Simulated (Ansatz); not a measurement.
# CH₄FOY: ionisation energy by level of theory

Aim: the vertical ionisation energy of CH₄FOY, as cation minus neutral at the neutral's geometry, on several levels, and how well −ε(HOMO) stands in for it.

Program: Ansatz 0.2.0, Gaussian basis. Level of theory: unrestricted cation, the program's frozen cores in correlated methods. These are calculated values, not measurements.

Levels to be run: UKS PBE-D4/def2-TZVPP; UKS r2SCAN-D4/def2-TZVPP; UKS PBE0-D4/def2-TZVPP; UKS B3LYP-D4/def2-TZVPP; UKS wB97X-V/def2-TZVPP; UKS wB97M-V/def2-TZVPP; UKS B2PLYP/def2-TZVPP; UHF-CCSD(T)/def2-TZVPP; UHF-MP2/def2-QZVPP; extrapolation to the limit; then −ε(HOMO) from the neutral's earlier runs with LDA (SPW92), PBE-D4, revPBE-D4, BLYP-D4, r2SCAN-D4, B97M-V, PBE0-D4, B3LYP-D4, r2SCANh-D4, r2SCAN0-D4, HSE06-D4, BHLYP-D4, CAM-B3LYP-D4, LC-ωPBE, ωB97X-V, ωB97M-V.

## 1. The relaxed structure

The geometry comes from an earlier relaxation with PBE0-D4 in a triple-zeta def2 set; it is a stationary point, not always the lowest conformer. Y takes the def2 core potential; no spin-orbit term is included.

SMILES `[CH3][Y]([OH])[F]`, 8 atoms, charge 0, spin multiplicity 1.

Atoms are counted from 1 here; the program's logs count them from 0.

Bond lengths: C1–Y2 2.365 Å, C1–H5 1.099 Å, C1–H6 1.098 Å, C1–H7 1.098 Å, Y2–O3 2.010 Å, Y2–F4 2.005 Å, O3–H8 0.953 Å. Angles: Y2–C1–H5 111.0°, Y2–C1–H6 113.4°, Y2–C1–H7 113.7°, H5–C1–H6 105.4°, H5–C1–H7 105.9°, H6–C1–H7 106.8°, C1–Y2–O3 114.8°, C1–Y2–F4 115.8°, O3–Y2–F4 123.2°, Y2–O3–H8 170.0°.

Geometry (Å):

```xyz
8
charge 0, multiplicity 1
C    -0.4068   -0.0257   -1.4007
Y     0.8311   -0.1048    0.6125
O    -0.0732    0.7463    2.1931
F     2.1327   -1.6211    0.7762
H    -1.3226   -0.6292   -1.3238
H    -0.7446    0.9854   -1.6657
H     0.1393   -0.4164   -2.2692
H    -0.4636    1.0083    3.0218
```

## 2. Cation, UKS PBE-D4/def2-TZVPP

in.yaml

```yaml
crystal:
  periodic: [false, false, false]
  atoms:
    - {symbol: C, position_ang: [-0.406850, -0.025684, -1.400699]}
    - {symbol: Y, position_ang: [0.831069, -0.104770, 0.612532]}
    - {symbol: O, position_ang: [-0.073168, 0.746343, 2.193096]}
    - {symbol: F, position_ang: [2.132687, -1.621074, 0.776250]}
    - {symbol: H, position_ang: [-1.322570, -0.629184, -1.323840]}
    - {symbol: H, position_ang: [-0.744599, 0.985426, -1.665742]}
    - {symbol: H, position_ang: [0.139264, -0.416401, -2.269163]}
    - {symbol: H, position_ang: [-0.463634, 1.008345, 3.021766]}
basis:
  gaussian: {orbitals: def2-TZVPP}
total_charge: 1
magnetization: {spin_polarized: true, initial_magnetization: 1}
hamiltonian: {xc: pbe, dispersion: d4}
```

On the command line:

```sh
$ ansatz run in.yaml --threads 2 --pin off --events-out ev --progress --plain --max-ram 32768MiB --backend cpu
```

Further steps of the session: Cation, UKS r2SCAN-D4/def2-TZVPP; Cation, UKS PBE0-D4/def2-TZVPP; Cation, UKS B3LYP-D4/def2-TZVPP; Cation, UKS wB97X-V/def2-TZVPP; Cation, UKS wB97M-V/def2-TZVPP; Cation, UKS B2PLYP (frozen core)/def2-TZVPP; Cation, UHF-CCSD(T)/def2-TZVPP; Cation, UHF-MP2/def2-QZVPP.

Q: Predict the results of all the runs planned. Wanted: ionisation energy, CCSD(T)/CBS; nearest functional by difference; nearest −ε(HOMO); −ε(HOMO) of PBE; T1 of the cation.

The runs gave:

| quantity | value |
| --- | --- |
| ionisation energy, CCSD(T)/CBS | 8.98 eV |
| nearest functional by difference | ωB97M-V (-0.05 eV) |
| nearest −ε(HOMO) | ωB97X-V (-0.02 eV) |
| −ε(HOMO) of PBE | 5.33 eV |
| T1 of the cation | 0.017 |

In words: Energy differences with functionals land within 0.39 eV of the reference. The PBE orbital energy is 3.6 eV too small: a semilocal HOMO is no ionisation energy. Among orbital estimates ωB97X-V comes nearest. Hartree-Fock falls 1.33 eV short, as the neutral has more correlation energy than the cation. Correlated methods include outer-core shells of Y, which these sets cover unevenly.
